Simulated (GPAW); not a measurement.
Runs of GPAW 26.7.0 on Tl. All rows change the cell; the cell of one of them follows. The cell holds a slab with vacuum, 3 atoms: a = 3.456 Å, b = 3.456 Å, c = 20.525 Å, α = 90.00°, β = 90.00°, γ = 120.00°. 

```csv
task,level,potentials or basis,cell,cutoff (eV),bias,tip height,symmetry,optimizer,fmax,grid spacing,gap on the mesh (eV),largest force (eV/Å),work function (eV)
stm,PBE,"GPAW PAW data sets (gpaw-data 1.2.1), pw","the (0 0 1) slab of Tl, cut from the database cell, not relaxed",450,-1,4,point_group=False,-,-,-,none,0.13,3.70
single point,RPBE,"the program's PAW data sets (release 1.2.1) made for this functional, lcao:dzp","the (0 0 1) slab of Tl, cut from the database cell, not relaxed",-,-,-,-,-,-,0.16 Å,none,0.29,3.51
single point,PBE,"GPAW PAW data sets (gpaw-data 1.2.1), pw","the (0 0 1) slab of Tl, cut from the database cell, not relaxed",450,-,-,-,-,-,-,none,0.13,3.70
relaxation of the atoms,revPBE+D3(BJ)+ATM,"the program's PAW data sets (release 1.2.1) made for this functional, pw","atoms relaxed from: the (0 0 1) slab of Tl, cut from the database cell, not relaxed",450,-,-,-,GPMin,0.02 eV/Å,-,none,-,(a)
```

Alike in all rows: no spin polarisation; k mesh 9 × 9 × 1; smearing fermi-dirac 0.05 eV.

Fill in the values left out.

(a) 3.48.

Caveats: the real-space grid adds noise to forces (some runs); the basis of atomic orbitals isn't converged, which shifts pressures, moduli and gaps (some runs); the cutoff is short for stress and forces, so pressures can be off by a GPa or more (some runs); later steps reuse the first step's grids (some runs).

A k mesh can miss the band edges, and the runs leave out spin-orbit coupling on Tl.

A gap of «none» marks a metal or a gap under the smearing width.
